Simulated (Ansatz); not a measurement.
I need a single point from an input written key by key of C4H8Se, SMILES [SeH]CC1CC1. Use Ansatz's Python interface. Use: MP2, def2-SVP basis, multiplicity 1.

```
atom    x (Å)    y (Å)    z (Å)
  Se   2.2382   1.0259  -0.9439
   C   1.1109   0.0457   0.3023
   C  -0.1244  -0.4788  -0.4318
   C  -1.3264  -0.7624   0.4556
   C  -1.3228   0.4576  -0.4534
   H   3.2690   1.2927   0.1639
   H   0.8466   0.7164   1.1487
   H   1.6859  -0.8155   0.7015
   H  -0.0143  -1.1511  -1.3094
   H  -1.2111  -0.5207   1.5341
   H  -1.9799  -1.5859   0.0978
   H  -1.2015   1.4225   0.0842
   H  -1.9702   0.3537  -1.3495
```

The script, `run_deck.py`:
```python
'''C4H8Se through the session interface.'''

import ansatz
import numpy as np

DECK = '''
crystal:
  periodic: [false, false, false]
  atoms:
    - { symbol: Se, position_ang: [2.2382, 1.0259, -0.9439] }
    - { symbol: C, position_ang: [1.1109, 0.0457, 0.3023] }
    - { symbol: C, position_ang: [-0.1244, -0.4788, -0.4318] }
    - { symbol: C, position_ang: [-1.3264, -0.7624, 0.4556] }
    - { symbol: C, position_ang: [-1.3228, 0.4576, -0.4534] }
    - { symbol: H, position_ang: [3.269, 1.2927, 0.1639] }
    - { symbol: H, position_ang: [0.8466, 0.7164, 1.1487] }
    - { symbol: H, position_ang: [1.6859, -0.8155, 0.7015] }
    - { symbol: H, position_ang: [-0.0143, -1.1511, -1.3094] }
    - { symbol: H, position_ang: [-1.2111, -0.5207, 1.5341] }
    - { symbol: H, position_ang: [-1.9799, -1.5859, 0.0978] }
    - { symbol: H, position_ang: [-1.2015, 1.4225, 0.0842] }
    - { symbol: H, position_ang: [-1.9702, 0.3537, -1.3495] }
basis:
  gaussian: { orbitals: def2-SVP }
correlation:
  method: mp2
output:
  forces: true
accuracy: medium
scf:
  lower_state_search: light
'''

session = ansatz.Session.from_yaml(DECK)
rep = session.plan(threads=1).execute().report

print('reference energy %16.6f eV' % rep['reference_energy_ev'])
print('total energy     %16.6f eV' % rep['free_energy_ev'])
print('occupied orbitals outside the frozen core (up, down):', rep['n_occupied'], ' frozen:', rep['n_frozen'], ' virtual:', rep['n_virtual'])
symbols = ['Se', 'C', 'C', 'C', 'C', 'H', 'H', 'H', 'H', 'H', 'H', 'H', 'H']
print('correlation energy', round(rep['free_energy_ev'] - rep['reference_energy_ev'], 5), 'eV')
cluster = rep['correlation'].get('coupled_cluster')
if cluster:
    print('cycles', cluster['cycles'], ' T1 diagnostic', round(cluster['t1_diagnostic'], 4), ' largest double', round(cluster['largest_double'], 4))
field = rep['mean_field']
print('<S^2> =', round(abs(field['state']['spin_squared']), 4), ' all-electron relativity setting:', field['relativity'])
print('passes:', field['passes'])
if 'symmetry' in field:
    print('occupied orbitals by irrep:', field['symmetry']['occupied'])

forces = np.array(rep['forces_ev_ang'])
print('largest force', round(float(np.linalg.norm(forces, axis=1).max()), 4), 'eV/A, rms', round(float(np.sqrt((forces ** 2).mean())), 4))
charges = rep['charge_distribution']
print('dipole moment', round(4.803205 * float(np.linalg.norm(charges['dipole_moment_e_ang'])), 3), 'D')
print('Mulliken:', [(s, round(q, 3)) for s, q in zip(symbols, charges['mulliken_charges_e'])])
```

`python run_deck.py` gives:
```text
reference energy    -69539.005323 eV
total energy        -69560.859513 eV
occupied orbitals outside the frozen core (up, down): [20, 20]  frozen: 13  virtual: [95, 95]
correlation energy -21.85419 eV
<S^2> = 0.0  all-electron relativity setting: none
passes: {'evaluations': 10, 'products': 30}
occupied orbitals by irrep: [{'A': 33}, {'A': 33}]
largest force 1.7784 eV/A, rms 0.5876
dipole moment 1.443 D
Mulliken: [('Se', -0.068), ('C', -0.088), ('C', -0.208), ('C', -0.09), ('C', -0.079), ('H', 0.048), ('H', 0.063), ('H', 0.077), ('H', 0.073), ('H', 0.064), ('H', 0.068), ('H', 0.071), ('H', 0.069)]
```

Reading the output:
- The settings weren't tested for convergence.
- The geometry is a force-field or estimated start, not a minimum of this method, and the basis set is short of its limit.
- Timing: 10 s on 1 thread of Arm Neoverse V1, with other jobs on the host, peak memory 0.42 GiB.
